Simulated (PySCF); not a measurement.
# C4H12GeO (Ge(OtBu)H3): the cost of one run

Programs: PySCF 2.14.0, with density-fitted response routines of our own. Each step states its level of theory. These are calculated values for one molecule in the gas phase, unless marked as measured. Atoms are numbered from 0 throughout.

### Step 1. Starting geometry

18 atoms, charge 0, multiplicity 1; geometry from: GFN2-xTB. The atoms were then displaced at random by about 0.03 Å, so the start is not that level's minimum.

Bonds of the start (Å): Ge0–O1 1.73, Ge0–H15 1.43, Ge0–H16 1.62, Ge0–H17 1.47, O1–C2 1.44, C2–C3 1.43, C2–C4 1.54, C2–C5 1.52, C3–H6 1.15, C3–H7 1.11, C3–H8 1.04, C4–H9 1.09, C4–H10 1.14, C4–H11 1.13, C5–H12 1.14, C5–H13 1.06, C5–H14 1.09.

### Step 2. Geometry optimisation at PBE0-D3(BJ)/def2-SVP

What the job is given:

```
{"job": {"xc": "PBE0", "basis": "def2-SVP", "d3": "d3bj", "grid": 1, "maxiter": 40, "shake": 0.03, "kind": "geom"}, "charge": 0, "multiplicity": 1}
Ge     1.387520    -0.130520    -2.042870
O      1.077620    -0.039940    -0.346580
C     -0.146580     0.000610     0.416650
C     -0.865470    -1.198300     0.126910
C      0.370540    -0.052870     1.869210
C     -0.874870     1.310710     0.167160
H     -1.792940    -1.237870     0.806610
H     -1.273090    -1.137060    -0.906690
H     -0.392610    -2.101870     0.319200
H      0.935440    -0.951650     2.109800
H     -0.498870    -0.010290     2.601380
H      1.043760     0.819230     2.122020
H     -1.299990     1.336760    -0.885620
H     -0.264210     2.163490     0.349220
H     -1.731660     1.338880     0.841650
H      2.811790    -0.022860    -2.079840
H      0.753890     1.200170    -2.726910
H      0.703410    -1.269690    -2.663590
```

On the command line:

```bash
OMP_NUM_THREADS=1 python probes_run.py task.json out
```

The driver reads the jobs from task.json and runs them one after another.

**Question.** How long does this first job take on 1 thread of Arm Neoverse V1, shared host, and how much memory does it need?

About 3.7 min, with a peak of 0.67 GiB.
